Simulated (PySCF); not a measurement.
**RuNH: the energy surface near the minimum**

How stiff is RuNH (singlet) against rigid distortions? The scans start from its PBE0 minimum.

The runs use PySCF 2.14.0; PBE0, basis Ru def2-TZVP with ECP28, N def2-TZVP, H def2-TZVP, scalar-relativistic core potentials, no spin–orbit coupling, density fitting.

## 1. Where the work starts

3 atoms, charge 0, spin multiplicity 1.

Bond lengths: Ru1–N2 1.548 Å, Ru1–H3 1.633 Å. Angles: N2–Ru1–H3 105.9°.

Coordinates in bohr (charge 0 multiplicity 1):
```
Ru    0.0000    0.0000    0.0000
N    -2.2743    0.0000    1.8383
H     2.5216    0.0000    1.7785
```

## 2. Breathing scan

One driver script runs all scans and calls PySCF for each point, on a (75, 302) grid.

The run is started by

```bash
$ OMP_NUM_THREADS=2 python axn.py task.json out
```

A rigid scan with PBE0: all bonds to the central atom are scaled together. Each point starts from its neighbour's orbitals, and energies count from the minimum.

| scale of all bonds to the centre | energy (kJ/mol) | dipole size (D) |
| --- | --- | --- |
| 0.88 | 211.6 | 2.95 |
| 0.92 | 84.1 | 3.06 |
| 0.96 | 18.8 | 3.20 |
| 1.00 | 0.0 | 3.34 |
| 1.04 | 15.3 | 3.48 |
| 1.08 | 55.2 | 3.61 |
| 1.14 | 145.3 | 3.78 |
| 1.22 | 295.3 | 3.96 |
| 1.35 | 554.0 | 4.18 |

The scan needed 6.3 s of wall time on 2 threads of Arm Neoverse V1, shared host.

## 3. Stretching one bond

A rigid scan with PBE0: the bond from Ru to the last atom (H) is scaled and the rest held.

| scale of one bond | energy (kJ/mol) | dipole size (D) |
| --- | --- | --- |
| 0.92 | 13.4 | 3.25 |
| 0.96 | 3.0 | 3.29 |
| 1.00 | 0.0 | 3.34 |
| 1.05 | 3.9 | 3.40 |
| 1.12 | 19.2 | 3.48 |
| 1.20 | 45.1 | 3.58 |
| 1.35 | 103.2 | 3.81 |
| 1.55 | 180.6 | 4.15 |
| 1.80 | 261.7 | 4.55 |
| 2.20 | 351.0 | 4.99 |

The scan took 6.4 s.

A restricted determinant lies too high at long bonds, where the pair should uncouple.

## 4. Bending curve

A rigid scan with PBE0: the N–Ru–H angle changes, with bonds held.

| bond angle (°) | energy (kJ/mol) | dipole size (D) |
| --- | --- | --- |
| 80 | 29.5 | 3.09 |
| 90 | 9.8 | 3.22 |
| 100 | 1.2 | 3.32 |
| 110 | 0.6 | 3.32 |
| 120 | 7.0 | 3.18 |
| 130 | 21.1 | 2.92 |
| 140 | 43.6 | 2.57 |
| 150 | 73.2 | 2.18 |
| 160 | 105.6 | 1.84 |
| 170 | 132.3 | 1.67 |
| 180 | 143.1 | 1.67 |

The scan took 7.7 s.

## 5. Results

```
                quantity         value
    all bonds 4 % longer   15.3 kJ/mol
    one bond 20 % longer   45.1 kJ/mol
linear shape, bonds held  143.1 kJ/mol
```

In words: The well is lopsided, 18.8 kJ/mol for 4 % shorter bonds against 15.3 for 4 % longer ones. Held rigid otherwise, the linear shape costs 143 kJ/mol. Whether spin polarisation would lower the closed shell was not checked.
